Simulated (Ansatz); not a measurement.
# Sc2Si: the cost of one run

Computed with Ansatz 0.2.0 (DFT r2SCAN, scalar-relativistic, plane waves, PAW, unless a step's input says otherwise).

## 1. The structure to begin with

The structure is trigonal, space group R-3m (No. 166). Conventional cell: a = 3.618 Å, b = 3.618 Å, c = 18.398 Å, α = 90.00°, β = 90.00°, γ = 120.00°. Around Y (site symmetry 3m) lie 3 C at 2.49 Å. Around C (site symmetry -3m) lie 6 Y at 2.49 Å.

As a file:

```cif
data_structure
_symmetry_space_group_name_H-M 'R-3m:H'
_symmetry_Int_Tables_number 166
_cell_length_a 3.6178
_cell_length_b 3.6178
_cell_length_c 18.3979
_cell_angle_alpha 90.000
_cell_angle_beta 90.000
_cell_angle_gamma 120.000
_cell_volume 208.54
loop_
_atom_site_label
_atom_site_type_symbol
_atom_site_symmetry_multiplicity
_atom_site_Wyckoff_symbol
_atom_site_fract_x
_atom_site_fract_y
_atom_site_fract_z
_atom_site_occupancy
Y1 Y 6 c 0.00000 0.00000 0.73992 1
C1 C 3 a 0.00000 0.00000 0.00000 1
```

It goes back to an entry of the Materials Project, which need not be the stable form.

It is the result of an earlier relaxation at this level (volume 23.17 Å³/atom; gap on the mesh: none (metal)).

## 2. C → Si, Y → Sc: the starting cell

Sc2Si starts from the relaxed positions of Y2C, with all lengths scaled by 0.992, a guess from tabulated radii.

## 3. Probe: one point at the start (Sc2Si)

Input file input.yaml:

```yaml
crystal:
  lattice:
    - [1.7952586218, 1.0364930486, 6.0863794229]
    - [-1.7952586218, 1.0364930486, 6.0863794229]
    - [0.0, -2.0729860971, 6.0863794229]
  atoms:
    - { symbol: Sc, position: [0.7399162936, 0.7399162936, 0.7399162936] }
    - { symbol: Sc, position: [0.2600837064, 0.2600837064, 0.2600837064] }
    - { symbol: Si, position: [0.0, 0.0, 0.0] }
basis:
  ecutwfc: 500
kpoints:
  mp_grid: { grid: [6, 6, 6] }
hamiltonian:
  xc: r2scan
scf:
  occupations: { method: gaussian, width: 0.1 }
output:
  forces: true
  stress: true
  eigenvalues: true
```

What time and memory should one allow on 1 thread of an x86-64 CPU, shared host?

About 3.4 s, with a peak of 0.56 GiB.
